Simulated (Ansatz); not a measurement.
# GePN+ (doublet): the correlation ladder, cc-pVTZ

An exercise on one series of results from a longer session: the logs are not shown, and one member is left open.

Computed with Ansatz 0.2.0, Gaussian basis. Level: cc-pVTZ, core rule «outside noble gas», up to 20 orbitals frozen.

To be run: UHF; CCSD(T) on ROHF; CCSD(T) on UHF; BCCD(T) on ROHF; CCSDT(Q) on ROHF; CCSDT(Q) on UHF; CASSCF and NEVPT2, 13 electrons in 12 orbitals.

3 further runs of the same task are left out: 3 set aside as unsound or not needed. Runs told in other sessions of the task aren't counted.

## The system

The geometry is a PBE0/def2-TZVP stationary point (not a proven minimum) of the parent state, kept for this charge and spin. No spin-orbit coupling is included. The filled d shell of Ge may be among the frozen orbitals whatever the setting's name suggests.

3 atoms, charge 1, spin multiplicity 2.

Atoms are counted from 1 here; the program's logs count them from 0.

Bond lengths: N1–Ge2 1.687 Å, Ge2–P3 2.111 Å. Angles: N1–Ge2–P3 180.0°.

The first run:

in.yaml reads:

```yaml
crystal:
  periodic: [false, false, false]
  atoms:
    - {symbol: N, position_ang: [0.000000, 0.000000, 1.828206]}
    - {symbol: Ge, position_ang: [0.000000, 0.000000, 0.141208]}
    - {symbol: P, position_ang: [0.000000, 0.000000, -1.969413]}
basis:
  gaussian: {orbitals: cc-pVTZ}
total_charge: 1
magnetization: {spin_polarized: true, initial_magnetization: 1}
hamiltonian: {xc: hf}
output: {orbitals: {seedname: orbitals}}
```

The run is started by

```
$ ansatz run in.yaml --threads 1 --pin off --events-out ev --progress --plain --max-ram 4096MiB --backend cpu
```

Steps of the session up to this table: UHF; CCSD(T) on ROHF; CCSD(T) on UHF; BCCD(T) on ROHF; CCSDT(Q) on ROHF; CCSDT(Q) on UHF; CASSCF and NEVPT2, 13 electrons in 12 orbitals.

One table of the session follows, with a row left open; its other results are not shown here.

| method | from RCCSDT(Q) (meV) |
| --- | --- |
| RMP2 | +3395.6 |
| UMP2 | ? |
| RCCSD | +1659.9 |
| UCCSD | +1324.7 |
| RCCSD(T) | +415.8 |
| UCCSD(T) | +631.4 |
| BCCD(T) | +613.4 |
| RCCSDT | +497.6 |
| UCCSDT | +423.1 |
| RCCSDT(Q) | 0 |
| UCCSDT(Q) | +188.8 |
| CASSCF valence | +7910.0 |
| NEVPT2 valence | +1759.1 |

Estimate the missing values for UMP2.

As computed: from RCCSDT(Q) (meV): +2992.8. In the column «from RCCSDT(Q) (meV)» it lies between NEVPT2 valence (+1759.1) and RMP2 (+3395.6).

Left out of the table: ROHF, UHF (another determinant or state than the rows shown).

Caveats from the session: The determinant of HF (⟨S²⟩ 2.14) is far from a pure spin state, so its energy mixes those of several spin states; that is harmless only where they are near-degenerate. The determinant of CCSD(T) (⟨S²⟩ 2.11) is far from a pure spin state, so its energy mixes those of several spin states; high orders of coupled cluster remove much of that, low ones don't. The determinant of CCSDT(Q) (⟨S²⟩ 2.11) is far from a pure spin state, so its energy mixes those of several spin states; high orders of coupled cluster remove much of that, low ones don't. The program flags RCCSD(T), UCCSD(T), BCCD(T) as in doubt, so read those rows with care; the flags are large difference, other amplitudes. Warnings: spin contamination; coupled cluster took another determinant than the lowest; large T1 diagnostic. Restricted and unrestricted rows rest on different reference determinants; a gap between their highest levels can come from leftover correlation error, from unlike frozen cores or from another state.
